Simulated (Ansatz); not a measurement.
**H₃NbO₃S: how energies converge with the basis set**

One table from this session's results is given with a row withheld; the runs are named, their logs left out.

Program: Ansatz 0.2.0, Gaussian basis. Level of theory: one geometry, several basis sets. These are calculated values, not measurements.

Plan: PBE0-D4/def2-SVP; ωB97M-V/def2-SVP; PBE0-D4/def2-QZVPP; ωB97M-V/def2-QZVPP; the functionals' def2-TZVPP values are taken from earlier runs.

## The relaxed structure

The geometry comes from an earlier relaxation with PBE0-D4 in a triple-zeta def2 set; it is a stationary point, not always the lowest conformer. Nb takes the def2 core potential; no spin-orbit term is included.

SMILES `[OH][Nb]([OH])([OH])=[S]`, 8 atoms, charge 0, spin multiplicity 1.

Atoms are counted from 1 here; the program's logs count them from 0.

Bond lengths: O1–Nb2 1.886 Å, O1–H6 0.958 Å, Nb2–O3 1.886 Å, Nb2–O4 1.886 Å, Nb2–S5 2.148 Å, O3–H7 0.958 Å, O4–H8 0.958 Å. Angles: Nb2–O1–H6 130.0°, O1–Nb2–O3 109.0°, O1–Nb2–O4 109.0°, O1–Nb2–S5 109.9°, O3–Nb2–O4 109.0°, O3–Nb2–S5 109.9°, O4–Nb2–S5 109.9°, Nb2–O3–H7 129.9°, Nb2–O4–H8 129.9°.

Set-up of the first run:

in.yaml reads:

```yaml
crystal:
  periodic: [false, false, false]
  atoms:
    - {symbol: O, position_ang: [-1.123134, 1.485346, 0.031359]}
    - {symbol: Nb, position_ang: [0.032387, -0.003678, -0.031560]}
    - {symbol: O, position_ang: [0.978300, -0.117344, 1.595975]}
    - {symbol: O, position_ang: [-0.994000, -1.569659, -0.257105]}
    - {symbol: S, position_ang: [1.410666, 0.208352, -1.665210]}
    - {symbol: H, position_ang: [-1.162570, 2.258200, -0.534038]}
    - {symbol: H, position_ang: [1.921973, -0.094218, 1.761801]}
    - {symbol: H, position_ang: [-0.971423, -2.223999, -0.957022]}
basis:
  gaussian: {orbitals: def2-SVP}
hamiltonian: {xc: pbe0, dispersion: d4}
output: {orbitals: {seedname: orbitals}}
```

Command:

```sh
ansatz run in.yaml --threads 4 --pin off --events-out ev --progress --plain --max-ram 10444MiB
```

Steps of the session up to this table: PBE0-D4 in def2-SVP; ωB97M-V in def2-SVP; PBE0-D4 in def2-QZVPP; ωB97M-V in def2-QZVPP.

One of the session's tables, all rows but one given; the rest of the session is left out.

It belongs to the step «Density functionals: the series». 

```
functional       basis  HOMO (eV)
   PBE0-D4    def2-SVP          ?
   PBE0-D4  def2-TZVPP      -7.77
   PBE0-D4  def2-QZVPP      -7.79
   ωB97M-V    def2-SVP      -9.82
   ωB97M-V  def2-TZVPP      -9.88
   ωB97M-V  def2-QZVPP      -9.91
```

Q: Estimate the row for PBE0-D4, def2-SVP from the others.

The run gave: HOMO (eV): -7.75. In the column «HOMO (eV)» it is the highest.
